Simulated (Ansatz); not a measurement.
**GeSe (Germanium monoselenide), step by step**

We compute a series of 44 runs (HF/STO-3G, UHF/STO-3G, HF/3-21G, UHF/3-21G, HF/6-31G*, UHF/6-31G*, B3LYP/6-31G*, UB3LYP/6-31G*, and more) of GeSe. 

The results are computed with Ansatz 0.2.0.

### 1 The molecule

The species is GeSe (2 atoms), meant as a singlet with charge 0. SMILES: `[Ge-]#[Se+]`. Geometry: the measured bond length. The run starts from this shape.

Bond lengths: Ge1–Se2 2.135 Å.

### 2 A geometry optimisation at HF/STO-3G (run 1)

Input file run.yaml:

```yaml
crystal:
  periodic: [false, false, false]
  atoms:
    - symbol: Ge
      position_ang: [0.000000, 0.000000, 0.000000]
    - symbol: Se
      position_ang: [0.000000, 0.000000, 2.134629]
basis:
  gaussian: {orbitals: STO-3G}
hamiltonian: {xc: hf}
relax: {f_tol: 0.002}
output: {orbitals: {seedname: orbitals}}
```

The run is started by

```console
$ ansatz run run.yaml --threads 1 --pin off --max-ram 3480MiB --events-out events.jsonl --progress --plain --runs-dir runs
```

The program printed:

```text
Warning: RAYON_NUM_THREADS=1 ignored (pool sized by the plan → 1); use --threads N
The last accepted step is kept in runs//last_step.txt (removed where the run ends without a failure and the disk answers)
Functional definition: HF
  name "HF"
  exchange = exact_x
  correlation = 0
364 factors; integrals over basis functions are off by at most 8.8e-6 eV
mean field evaluation 1: about -120416.2714 eV, gradient 2.0e1 eV
mean field evaluation 2: about -120416.2769 eV, gradient 2.0e1 eV
mean field evaluation 4: about -120418.9431 eV, gradient 1.1e0 eV
mean field evaluation 8: about -120418.9514 eV, gradient 8.1e-6 eV
mean field -120418.95143852 eV, -4425.3148424687 hartree, gradient 8.1e-6 eV, S^2 0.000000; 0 other end points of the search recorded, 0 dependent functions left out
the calculation of the forces begins
reference -120418.95143852 eV, -4425.3148424687 hartree; 33, 33 occupied and 3, 3 virtual orbitals, 364 factors
relax step   1: F+E_penalty+E_count = -120418.95143852 eV  Δ(F+E_penalty+E_count) = +0.000e0 eV  max|allowed force component| = 3.360e0 eV/Å  Δτ_max = 0.0000 Å  (27 SCF iters, accepted)
these checks for a lower state are left out or cut short: starts, cluster_reference, orbital_swaps, neighbouring_geometries, increment
364 factors; integrals over basis functions are off by at most 8.0e-6 eV
mean field evaluation 16: about -120419.0931 eV, gradient 3.2e-6 eV
mean field -120419.09306853 eV, -4425.3200472757 hartree, gradient 3.2e-6 eV, S^2 0.000000; 0 other end points of the search recorded, 0 dependent functions left out
the calculation of the forces begins
reference -120419.09306853 eV, -4425.3200472757 hartree; 33, 33 occupied and 3, 3 virtual orbitals, 364 factors
relax step   2: F+E_penalty+E_count = -120419.09306853 eV  Δ(F+E_penalty+E_count) = -1.416e-1 eV  max|allowed force component| = 2.328e0 eV/Å  Δτ_max = 0.0862 Å  (28 SCF iters, accepted)
these checks for a lower state are left out or cut short: starts, cluster_reference, orbital_swaps, neighbouring_geometries, increment
364 factors; integrals over basis functions are off by at most 8.5e-6 eV
mean field -120419.15700402 eV, -4425.3223968616 hartree, gradient 3.6e-6 eV, S^2 0.000000; 0 other end points of the search recorded, 0 dependent functions left out
the calculation of the forces begins
reference -120419.15700402 eV, -4425.3223968616 hartree; 33, 33 occupied and 3, 3 virtual orbitals, 364 factors
relax step   3: F+E_penalty+E_count = -120419.15700402 eV  Δ(F+E_penalty+E_count) = -6.394e-2 eV  max|allowed force component| = 2.366e-1 eV/Å  Δτ_max = 0.0322 Å  (28 SCF iters, accepted)
these checks for a lower state are left out or cut short: starts, cluster_reference, orbital_swaps, neighbouring_geometries, increment
364 factors; integrals over basis functions are off by at most 8.4e-6 eV
mean field -120419.15779293 eV, -4425.3224258535 hartree, gradient 3.4e-6 eV, S^2 0.000000; 0 other end points of the search recorded, 0 dependent functions left out
the calculation of the forces begins
reference -120419.15779293 eV, -4425.3224258535 hartree; 33, 33 occupied and 3, 3 virtual orbitals, 364 factors
relax step   4: F+E_penalty+E_count = -120419.15779293 eV  Δ(F+E_penalty+E_count) = -7.889e-4 eV  max|allowed force component| = 2.052e-3 eV/Å  Δτ_max = 0.0034 Å  (23 SCF iters, accepted)
these checks for a lower state are left out or cut short: starts, cluster_reference, orbital_swaps, neighbouring_geometries, increment
364 factors; integrals over basis functions are off by at most 8.4e-6 eV
mean field evaluation 32: about -120419.1505 eV, gradient 6.0e-6 eV
mean field -120419.15779299 eV, -4425.3224258557 hartree, gradient 3.6e-6 eV, S^2 0.000000; 0 other end points of the search recorded, 0 dependent functions left out
the calculation of the forces begins
reference -120419.15779299 eV, -4425.3224258557 hartree; 33, 33 occupied and 3, 3 virtual orbitals, 364 factors
relax step   5: F+E_penalty+E_count = -120419.15779299 eV  Δ(F+E_penalty+E_count) = -5.853e-8 eV  max|allowed force component| = 3.152e-7 eV/Å  Δτ_max = 0.0000 Å  (22 SCF iters, accepted)
364 factors; integrals over basis functions are off by at most 8.4e-6 eV
mean field -120419.15779299 eV, -4425.3224258557 hartree, gradient 3.6e-6 eV, S^2 0.000000; 1 other end points of the search recorded, 0 dependent functions left out
the calculation of the forces begins
reference -120419.15779299 eV, -4425.3224258557 hartree; 33, 33 occupied and 3, 3 virtual orbitals, 364 factors
Total energy: -120419.15779299 eV, -4425.3224258557 hartree
Atom 0 at    -0.000000     0.000000     0.057329 Å, force     0.000000     0.000000     0.000000 eV/Å
Atom 1 at     0.000000    -0.000000     2.077300 Å, force    -0.000000    -0.000000    -0.000000 eV/Å
Dipole moment:    -0.000000     0.000000    -0.441085 e Å
```

It took 1.8 s on 1 thread of Arm Neoverse V2, shared host; peak memory 0.082 GiB.

Steps, from the record of the run:

```csv
step,energy from the first frame kept (eV),largest force (eV/Å)
1,0.0000,3.3599
2,-0.1416,2.3284
3,-0.2056,0.2366
4,-0.2064,0.0021
5,-0.2064,0.0000
```

After the run. Bond lengths: Ge1–Se2 2.020 Å.

### 3 The harmonic vibrations at HF/STO-3G (run 2)

Input file input.yaml:

```yaml
crystal:
  periodic: [false, false, false]
  atoms:
    - {symbol: Ge, position_ang: [-0.000000, 0.000000, 0.057329]}
    - {symbol: Se, position_ang: [0.000000, -0.000000, 2.077300]}
basis:
  gaussian: {orbitals: STO-3G}
hamiltonian: {xc: hf}
phonons: {temperatures: {t_min: 298.15, t_max: 298.15, t_step: 1}}
```

The run is started by

```console
$ ansatz run input.yaml --threads 1 --pin off --max-ram 3480MiB --events-out events.jsonl --progress --plain --runs-dir runs
```

The program printed:

```text
Warning: RAYON_NUM_THREADS=1 ignored (pool sized by the plan → 1); use --threads N
[... 4 set-up lines as earlier in the session ...]
367 factors; integrals over basis functions are off by at most 5.0e-6 eV
mean field evaluation 1: about -120417.1903 eV, gradient 1.8e1 eV
mean field evaluation 2: about -120417.1964 eV, gradient 1.8e1 eV
mean field evaluation 4: about -120419.1503 eV, gradient 1.1e0 eV
mean field evaluation 8: about -120419.1578 eV, gradient 6.1e-6 eV
mean field -120419.15781521 eV, -4425.3224266722 hartree, gradient 6.1e-6 eV, S^2 0.000000; 0 other end points of the search recorded, 0 dependent functions left out
the calculation of the forces begins
reference -120419.15781521 eV, -4425.3224266722 hartree; 33, 33 occupied and 3, 3 virtual orbitals, 367 factors
these checks for a lower state are left out or cut short: stability, starts, cluster_reference, orbital_swaps, neighbouring_geometries, increment
367 factors; integrals over basis functions are off by at most 5.0e-6 eV
mean field evaluation 16: about -120419.1578 eV, gradient 1.6e-6 eV
mean field -120419.15781521 eV, -4425.3224266722 hartree, gradient 1.6e-6 eV, S^2 0.000000; 0 other end points of the search recorded, 0 dependent functions left out
the calculation of the forces begins
reference -120419.15781521 eV, -4425.3224266722 hartree; 33, 33 occupied and 3, 3 virtual orbitals, 367 factors
these checks for a lower state are left out or cut short: stability, starts, cluster_reference, orbital_swaps, neighbouring_geometries, increment
367 factors; integrals over basis functions are off by at most 5.0e-6 eV
mean field -120419.15781521 eV, -4425.3224266722 hartree, gradient 1.6e-6 eV, S^2 0.000000; 0 other end points of the search recorded, 0 dependent functions left out
the calculation of the forces begins
reference -120419.15781521 eV, -4425.3224266722 hartree; 33, 33 occupied and 3, 3 virtual orbitals, 367 factors
these checks for a lower state are left out or cut short: stability, starts, cluster_reference, orbital_swaps, neighbouring_geometries, increment
367 factors; integrals over basis functions are off by at most 5.0e-6 eV
mean field -120419.15781521 eV, -4425.3224266722 hartree, gradient 1.6e-6 eV, S^2 0.000000; 0 other end points of the search recorded, 0 dependent functions left out
the calculation of the forces begins
reference -120419.15781521 eV, -4425.3224266722 hartree; 33, 33 occupied and 3, 3 virtual orbitals, 367 factors
these checks for a lower state are left out or cut short: stability, starts, cluster_reference, orbital_swaps, neighbouring_geometries, increment
367 factors; integrals over basis functions are off by at most 5.0e-6 eV
mean field evaluation 32: about -120419.1578 eV, gradient 1.1e-6 eV
mean field -120419.15781521 eV, -4425.3224266722 hartree, gradient 1.6e-6 eV, S^2 0.000000; 0 other end points of the search recorded, 0 dependent functions left out
the calculation of the forces begins
reference -120419.15781521 eV, -4425.3224266722 hartree; 33, 33 occupied and 3, 3 virtual orbitals, 367 factors
these checks for a lower state are left out or cut short: stability, starts, cluster_reference, orbital_swaps, neighbouring_geometries, increment
367 factors; integrals over basis functions are off by at most 5.0e-6 eV
mean field -120419.15770241 eV, -4425.3224225267 hartree, gradient 1.6e-6 eV, S^2 0.000000; 0 other end points of the search recorded, 0 dependent functions left out
the calculation of the forces begins
reference -120419.15770241 eV, -4425.3224225267 hartree; 33, 33 occupied and 3, 3 virtual orbitals, 367 factors
these checks for a lower state are left out or cut short: stability, starts, cluster_reference, orbital_swaps, neighbouring_geometries, increment
367 factors; integrals over basis functions are off by at most 5.0e-6 eV
mean field -120419.15770276 eV, -4425.3224225397 hartree, gradient 1.6e-6 eV, S^2 0.000000; 0 other end points of the search recorded, 0 dependent functions left out
the calculation of the forces begins
reference -120419.15770276 eV, -4425.3224225397 hartree; 33, 33 occupied and 3, 3 virtual orbitals, 367 factors
these checks for a lower state are left out or cut short: stability, starts, cluster_reference, orbital_swaps, neighbouring_geometries, increment
367 factors; integrals over basis functions are off by at most 5.0e-6 eV
mean field -120419.15781521 eV, -4425.3224266722 hartree, gradient 1.6e-6 eV, S^2 0.000000; 0 other end points of the search recorded, 0 dependent functions left out
the calculation of the forces begins
reference -120419.15781521 eV, -4425.3224266722 hartree; 33, 33 occupied and 3, 3 virtual orbitals, 367 factors
these checks for a lower state are left out or cut short: stability, starts, cluster_reference, orbital_swaps, neighbouring_geometries, increment
367 factors; integrals over basis functions are off by at most 5.0e-6 eV
mean field -120419.15781521 eV, -4425.3224266722 hartree, gradient 1.6e-6 eV, S^2 0.000000; 0 other end points of the search recorded, 0 dependent functions left out
the calculation of the forces begins
reference -120419.15781521 eV, -4425.3224266722 hartree; 33, 33 occupied and 3, 3 virtual orbitals, 367 factors
these checks for a lower state are left out or cut short: stability, starts, cluster_reference, orbital_swaps, neighbouring_geometries, increment
367 factors; integrals over basis functions are off by at most 5.0e-6 eV
mean field evaluation 64: about -120419.1578 eV, gradient 1.6e-6 eV
mean field -120419.15781521 eV, -4425.3224266722 hartree, gradient 1.6e-6 eV, S^2 0.000000; 0 other end points of the search recorded, 0 dependent functions left out
the calculation of the forces begins
reference -120419.15781521 eV, -4425.3224266722 hartree; 33, 33 occupied and 3, 3 virtual orbitals, 367 factors
these checks for a lower state are left out or cut short: stability, starts, cluster_reference, orbital_swaps, neighbouring_geometries, increment
367 factors; integrals over basis functions are off by at most 5.0e-6 eV
mean field -120419.15781521 eV, -4425.3224266722 hartree, gradient 1.6e-6 eV, S^2 0.000000; 0 other end points of the search recorded, 0 dependent functions left out
the calculation of the forces begins
reference -120419.15781521 eV, -4425.3224266722 hartree; 33, 33 occupied and 3, 3 virtual orbitals, 367 factors
these checks for a lower state are left out or cut short: stability, starts, cluster_reference, orbital_swaps, neighbouring_geometries, increment
367 factors; integrals over basis functions are off by at most 5.0e-6 eV
mean field -120419.15770276 eV, -4425.3224225397 hartree, gradient 1.6e-6 eV, S^2 0.000000; 0 other end points of the search recorded, 0 dependent functions left out
the calculation of the forces begins
reference -120419.15770276 eV, -4425.3224225397 hartree; 33, 33 occupied and 3, 3 virtual orbitals, 367 factors
these checks for a lower state are left out or cut short: stability, starts, cluster_reference, orbital_swaps, neighbouring_geometries, increment
367 factors; integrals over basis functions are off by at most 5.0e-6 eV
mean field -120419.15770241 eV, -4425.3224225267 hartree, gradient 1.6e-6 eV, S^2 0.000000; 0 other end points of the search recorded, 0 dependent functions left out
the calculation of the forces begins
reference -120419.15770241 eV, -4425.3224225267 hartree; 33, 33 occupied and 3, 3 virtual orbitals, 367 factors
Total energy: -120419.15781521 eV, -4425.3224266722 hartree
Atom 0 at     0.000000     0.000000     0.057329 Å, force     0.000000     0.000000     0.000091 eV/Å
Atom 1 at     0.000000     0.000000     2.077300 Å, force    -0.000000    -0.000000    -0.000091 eV/Å
Dipole moment:    -0.000000     0.000000    -0.441086 e Å
Vibrations: 509.09 cm⁻¹, zero-point energy 0.031559 eV
```

It took 3.3 s on 1 thread of Arm Neoverse V2, shared host; peak memory 0.082 GiB.

Runs 3 to 23 aren't shown in full; the table further down has their settings and results.

### 4 The doublet cation: a structure relaxation at UMP2/6-31G(d) (Cartesian functions) (run 24)

Input file molecule.yaml:

```yaml
crystal:
  periodic: [false, false, false]
  atoms:
    - {symbol: Ge, position_ang: [0.000000, 0.000000, -0.013402]}
    - {symbol: Se, position_ang: [-0.000000, -0.000000, 2.148031]}
basis:
  gaussian: {orbitals: "6-31G*"}
total_charge: 1
magnetization: {spin_polarized: true, initial_magnetization: 1}
correlation: {method: mp2}
relax: {}
```

The run is started by

```console
$ ansatz run molecule.yaml --threads 1 --pin off --max-ram 3480MiB --events-out events.jsonl --progress --plain --runs-dir runs
```

The program printed:

```text
Warning: RAYON_NUM_THREADS=1 ignored (pool sized by the plan → 1); use --threads N
[... 5 set-up lines as earlier in the session ...]
these checks for a lower state are left out or cut short: cluster_reference
706 factors; integrals over basis functions are off by at most 1.6e-4 eV
mean field evaluation 1: about -121749.0905 eV, gradient 2.0e1 eV
mean field evaluation 2: about -121749.1018 eV, gradient 2.0e1 eV
mean field evaluation 4: about -121752.4483 eV, gradient 2.4e0 eV
mean field evaluation 8: about -121752.5236 eV, gradient 1.7e-1 eV
mean field evaluation 16: about -121752.5302 eV, gradient 3.4e-6 eV
mean field evaluation 32: about -121753.2778 eV, gradient 2.0e-6 eV
mean field evaluation 64: about -121746.4620 eV, gradient 1.9e1 eV
mean field evaluation 96: about -121752.5302 eV, gradient 1.2e-2 eV
mean field evaluation 128: about -121750.2278 eV, gradient 4.6e-1 eV
mean field evaluation 160: about -121753.2769 eV, gradient 1.0e-1 eV
mean field evaluation 192: about -121748.8931 eV, gradient 1.1e1 eV
mean field evaluation 224: about -121752.1736 eV, gradient 2.5e0 eV
mean field evaluation 256: about -121752.5302 eV, gradient 1.1e-3 eV
mean field -121753.27775520 eV, -4474.3504301679 hartree, gradient 1.8e-6 eV, S^2 0.762631; 17 other end points of the search recorded, 0 dependent functions left out
18 core orbitals not correlated: weight in the atoms' cores, before any rotation towards them, 1.000 or more for the frozen orbitals, at most 0.000 for the correlated occupied ones
reference -121753.27775520 eV, -4474.3504301679 hartree; 15, 14 occupied and 37, 38 virtual orbitals, 706 factors
second order -12.78617678 eV of doubles, -0.00000000 eV of singles
the calculation of the forces begins
relax step   1: F+E_penalty+E_count = -121766.06393198 eV  Δ(F+E_penalty+E_count) = +0.000e0 eV  max|allowed force component| = 2.901e0 eV/Å  Δτ_max = 0.0000 Å  (926 SCF iters, accepted)
these checks for a lower state are left out or cut short: starts, cluster_reference, orbital_swaps, neighbouring_geometries, increment
706 factors; integrals over basis functions are off by at most 3.0e-4 eV
mean field -121753.44584346 eV, -4474.3566072974 hartree, gradient 4.6e-6 eV, S^2 0.770642; 0 other end points of the search recorded, 0 dependent functions left out
18 core orbitals not correlated: weight in the atoms' cores, before any rotation towards them, 1.000 or more for the frozen orbitals, at most 0.000 for the correlated occupied ones
reference -121753.44584346 eV, -4474.3566072974 hartree; 15, 14 occupied and 37, 38 virtual orbitals, 706 factors
second order -12.79944971 eV of doubles, -0.00000000 eV of singles
the calculation of the forces begins
relax step   2: F+E_penalty+E_count = -121766.24529317 eV  Δ(F+E_penalty+E_count) = -1.814e-1 eV  max|allowed force component| = 2.340e-1 eV/Å  Δτ_max = 0.0768 Å  (69 SCF iters, accepted)
these checks for a lower state are left out or cut short: starts, cluster_reference, orbital_swaps, neighbouring_geometries, increment
706 factors; integrals over basis functions are off by at most 2.8e-4 eV
mean field -121753.44886506 eV, -4474.3567183392 hartree, gradient 3.2e-6 eV, S^2 0.769627; 0 other end points of the search recorded, 0 dependent functions left out
18 core orbitals not correlated: weight in the atoms' cores, before any rotation towards them, 1.000 or more for the frozen orbitals, at most 0.000 for the correlated occupied ones
reference -121753.44886506 eV, -4474.3567183392 hartree; 15, 14 occupied and 37, 38 virtual orbitals, 706 factors
second order -12.79821835 eV of doubles, -0.00000000 eV of singles
the calculation of the forces begins
relax step   3: F+E_penalty+E_count = -121766.24708341 eV  Δ(F+E_penalty+E_count) = -1.790e-3 eV  max|allowed force component| = 1.454e-2 eV/Å  Δτ_max = 0.0071 Å  (68 SCF iters, accepted)
these checks for a lower state are left out or cut short: starts, cluster_reference, orbital_swaps, neighbouring_geometries, increment
706 factors; integrals over basis functions are off by at most 2.8e-4 eV
mean field evaluation 288: about -121753.4387 eV, gradient 1.3e-1 eV
mean field -121753.44895147 eV, -4474.3567215147 hartree, gradient 2.9e-6 eV, S^2 0.769564; 0 other end points of the search recorded, 0 dependent functions left out
18 core orbitals not correlated: weight in the atoms' cores, before any rotation towards them, 1.000 or more for the frozen orbitals, at most 0.000 for the correlated occupied ones
reference -121753.44895147 eV, -4474.3567215147 hartree; 15, 14 occupied and 37, 38 virtual orbitals, 706 factors
second order -12.79813869 eV of doubles, -0.00000000 eV of singles
the calculation of the forces begins
relax step   4: F+E_penalty+E_count = -121766.24709016 eV  Δ(F+E_penalty+E_count) = -6.744e-6 eV  max|allowed force component| = 7.262e-5 eV/Å  Δτ_max = 0.0005 Å  (60 SCF iters, accepted)
these checks for a lower state are left out or cut short: cluster_reference
706 factors; integrals over basis functions are off by at most 2.8e-4 eV
mean field evaluation 320: about -121752.4633 eV, gradient 7.9e-1 eV
mean field evaluation 352: about -121752.2595 eV, gradient 1.4e0 eV
mean field evaluation 384: about -121752.2461 eV, gradient 3.2e-1 eV
mean field evaluation 416: about -121753.4442 eV, gradient 1.8e-1 eV
mean field evaluation 448: about -121752.2641 eV, gradient 1.6e0 eV
mean field evaluation 480: about -121749.3551 eV, gradient 1.2e1 eV
mean field evaluation 512: about -121749.3191 eV, gradient 3.2e-1 eV
mean field evaluation 544: about -121752.3463 eV, gradient 1.6e-1 eV
mean field -121753.44895147 eV, -4474.3567215147 hartree, gradient 2.9e-6 eV, S^2 0.769564; 18 other end points of the search recorded, 0 dependent functions left out
18 core orbitals not correlated: weight in the atoms' cores, before any rotation towards them, 1.000 or more for the frozen orbitals, at most 0.000 for the correlated occupied ones
reference -121753.44895147 eV, -4474.3567215147 hartree; 15, 14 occupied and 37, 38 virtual orbitals, 706 factors
second order -12.79813869 eV of doubles, -0.00000000 eV of singles
the calculation of the forces begins
Total energy: -121766.24709016 eV, -4474.8270444366 hartree
Atom 0 at    -0.000000    -0.000000    -0.082594 Å, force    -0.000000    -0.000000    -0.000073 eV/Å
Atom 1 at     0.000000     0.000000     2.217223 Å, force     0.000000     0.000000     0.000073 eV/Å
Dipole moment:    -0.000000    -0.000000    -0.497307 e Å
Checks for a lower state left out: cluster_reference
```

It took 44 s on 1 thread of Arm Neoverse V2, shared host; peak memory 0.24 GiB.

Steps, from the record of the run:

```csv
step,energy from the first frame kept (eV),largest force (eV/Å)
1,0.0000,2.9011
2,-0.1814,0.2340
3,-0.1832,0.0145
4,-0.1832,0.0001
```

After the run. Bond lengths: Ge1–Se2 2.300 Å.

Runs 25 to 43 aren't shown in full; the table further down has their settings and results.

[end of part 1 of 2]
